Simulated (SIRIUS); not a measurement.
Something may be wrong with this SIRIUS 7.12.0 calculation of NaLaMnMoO6.

File sirius.json:

```json
{
  "control": {
    "processing_unit": "cpu",
    "verbosity": 2,
    "num_bands_to_print": 56,
    "print_forces": true,
    "print_stress": true
  },
  "parameters": {
    "electronic_structure_method": "pseudopotential",
    "xc_functionals": ["XC_GGA_X_OPTX", "XC_GGA_C_PBE"],
    "gk_cutoff": 10.5,
    "pw_cutoff": 21.0,
    "ngridk": [2, 2, 2],
    "shiftk": [0, 0, 0],
    "smearing": "gaussian",
    "smearing_width": 0.0009187331,
    "num_bands": 56,
    "num_mag_dims": 1,
    "num_dft_iter": 60,
    "energy_tol": 1e-08,
    "density_tol": 1e-06
  },
  "iterative_solver": {
    "type": "davidson",
    "min_tolerance": 1e-10
  },
  "mixer": {
    "type": "anderson",
    "beta": 0.5,
    "max_history": 8
  },
  "settings": {
    "tol_ne": 1e-10,
    "pseudo_grid_cutoff": 6.5,
    "smooth_initial_mag": true
  },
  "unit_cell": {
    "lattice_vectors": [
      [-5.087932633013, 5.136114980012, 7.466772791023],
      [5.16459315271, -5.098356362316, 7.493941383517],
      [5.05817889518, 5.068600734758, -7.44040355268]
    ],
    "atom_coordinate_units": "lattice",
    "atom_types": ["Na", "La", "Mn", "Mo", "O"],
    "atom_files": {
      "Na": "Na.pbe.json",
      "Mn": "Mn.upf",
      "O": "O.upf",
      "La": "La.upf",
      "Mo": "Mo.upf"
    },
    "atoms": {
      "Na": [
        [0.25, 0.75, 0.5, 0.0, 0.0, 0.0]
      ],
      "La": [
        [0.75, 0.25, 0.5, 0.0, 0.0, 0.0]
      ],
      "Mn": [
        [0.5, 0.5, 0.0, 0.0, 0.0, 1.04]
      ],
      "Mo": [
        [0.0, 0.0, 0.0, 0.0, 0.0, 0.02]
      ],
      "O": [
        [0.20766, 0.29607, 0.50371, 0.0, 0.0, 0.0],
        [0.29605, 0.79234, 0.08841, 0.0, 0.0, 0.0],
        [0.79236, 0.70395, 0.49629, 0.0, 0.0, 0.0],
        [0.70393, 0.20764, 0.91159, 0.0, 0.0, 0.0],
        [0.25194, 0.25194, 0.0, 0.0, 0.0, 0.0],
        [0.74806, 0.74806, 0.0, 0.0, 0.0, 0.0]
      ]
    }
  }
}
```

Potentials or basis: PseudoDojo 0.5 PBE standard (scalar relativistic).

Run with:

```sh
$ OMP_NUM_THREADS=4 sirius.scf --input=sirius.json --output=out.json --task=0
```

Output:

```text
Exception in function "read_json_from_file" at src/core/json.hpp:60
file Na.pbe.json can't be opened
--------------------------------------------------------------------------
MPI_ABORT was invoked on rank 0 in communicator MPI_COMM_WORLD
  Errorcode: -1

NOTE: invoking MPI_ABORT causes Open MPI to kill all MPI processes.
You may or may not see output from other processes, depending on
exactly when Open MPI kills them.
--------------------------------------------------------------------------
```

Q: What happened, and what is wrong with the input?

A: The input was rejected before any iteration. The input holds a flaw that was put in on purpose: potential file missing (unit_cell.atom_files.Na = Na.pbe.json).
